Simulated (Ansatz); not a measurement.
# Er3Se: the cost of one run

Computed with Ansatz 0.2.0 (DFT PBE, scalar-relativistic, plane waves, PAW; 4f electrons in the core of a trivalent norm-conserving potential, unless a step's input says otherwise).

### 1 The structure to begin with

The structure is cubic, space group Pm-3m (No. 221). Conventional cell: a = 4.582 Å, b = 4.582 Å, c = 4.582 Å, α = 90.00°, β = 90.00°, γ = 90.00°. Around Er (site symmetry 4/mmm) lie 8 Er at 3.24 Å and 4 Se at 3.24 Å. Around Se (site symmetry m-3m) lie 12 Er at 3.24 Å.

Coordinates:

```
CELL_PARAMETERS angstrom
4.58163 0.00000 0.00000
0.00000 4.58163 0.00000
0.00000 0.00000 4.58163
ATOMIC_POSITIONS crystal
Er 0.00000 0.50000 0.50000
Er 0.50000 0.00000 0.50000
Er 0.50000 0.50000 0.00000
Se 0.00000 0.00000 0.00000
```

A structure generator made this guess: species swapped into a database cell of HoGa3 (Pm-3m, No. 221), with Se on the Ho sites and Er on the Ga sites. The dimensions are guesses.

### 2 The guess as it stands, on a coarse mesh

input.yaml reads:

```yaml
crystal:
  lattice:
    - [4.58162682, 0.0, 0.0]
    - [0.0, 4.58162682, 0.0]
    - [0.0, 0.0, 4.58162682]
  atoms:
    - { symbol: Er, position: [0.0, 0.5, 0.5] }
    - { symbol: Er, position: [0.5, 0.0, 0.5] }
    - { symbol: Er, position: [0.5, 0.5, 0.0] }
    - { symbol: Se, position: [0.0, 0.0, 0.0] }
basis:
  ecutwfc: 770
kpoints:
  mp_grid: { grid: [4, 4, 4] }
hamiltonian:
  xc: pbe
  pseudopotentials:
    kind: paw
    azcp: { Er: "pseudopotentials/pbe/nc/lanthanide_3plus/Er.nc.azcp" }
scf:
  occupations: { method: gaussian, width: 0.1 }
  lower_state_search: "off"
output:
  forces: true
  stress: true
  eigenvalues: true
```

Command:

```console
$ ansatz run input.yaml --threads 1 --pin off --max-ram 2560MiB --backend cpu --events-out ev --progress --plain --runs-dir out
```

**Question.** How long does this run take on 1 thread of Arm Neoverse V1, shared host, and how much memory does it need?

About 6.4 s, with a peak of 0.4 GiB.
